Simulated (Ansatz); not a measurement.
Predict the output of the script below (Ansatz 0.2.0 through its Python package).

The script reads `input.yaml`:
```yaml
crystal:
  periodic: [false, false, false]
  atoms:
    - { symbol: C, position_ang: [-1.1228, 0.969, -0.4416] }
    - { symbol: C, position_ang: [-0.17, 0.2002, -0.198] }
    - { symbol: Si, position_ang: [0.6408, -0.9408, 0.8859] }
    - { symbol: C, position_ang: [1.1051, -0.3123, -0.7263] }
    - { symbol: O, position_ang: [1.7841, -0.3458, -1.6636] }
    - { symbol: H, position_ang: [-1.2216, 1.5639, -1.3993] }
    - { symbol: H, position_ang: [-1.945, 1.1756, 0.2651] }
    - { symbol: H, position_ang: [-0.1221, -2.1429, 1.0948] }
    - { symbol: H, position_ang: [1.14, -0.2131, 2.1659] }
basis:
  gaussian: { orbitals: def2-SVP }
hamiltonian:
  xc: hf
```

`c3h4osi.py`:
```python
"""Run C3H4OSi from an input written out key by key."""

import ansatz


def main() -> None:
    session = ansatz.Session.from_deck("input.yaml")
    r = session.plan(threads=1).execute().report

    print("reference energy %16.6f eV" % r["reference_energy_ev"])
    print("total energy     %16.6f eV" % r["free_energy_ev"])
    print("occupied orbitals outside the frozen core (up, down):", r["n_occupied"], " frozen:", r["n_frozen"], " virtual:", r["n_virtual"])
    symbols = ["C", "C", "Si", "C", "O", "H", "H", "H", "H"]
    field = r["mean_field"]
    print("<S^2> =", round(abs(field["state"]["spin_squared"]), 4), " all-electron relativity setting:", field["relativity"])
    print("passes:", field["passes"])
    if "symmetry" in field:
        print("occupied orbitals by irrep:", field["symmetry"]["occupied"])


if __name__ == "__main__":
    main()
```

```console
$ python c3h4osi.py
reference energy    -13043.535082 eV
total energy        -13043.535082 eV
occupied orbitals outside the frozen core (up, down): [22, 22]  frozen: 0  virtual: [72, 72]
<S^2> = 0.0  all-electron relativity setting: none
passes: {'evaluations': 13, 'products': 30}
occupied orbitals by irrep: [{'A': 22}, {'A': 22}]
```

Reading the output:
- Total energies depend on the basis set; only differences at equal settings carry meaning.
- The geometry is a force-field or estimated start, not a minimum of this method, and the basis set is short of its limit.
- Timing: 1.2 s on 1 thread of Arm Neoverse V1, on a shared host, peak memory 0.19 GiB.
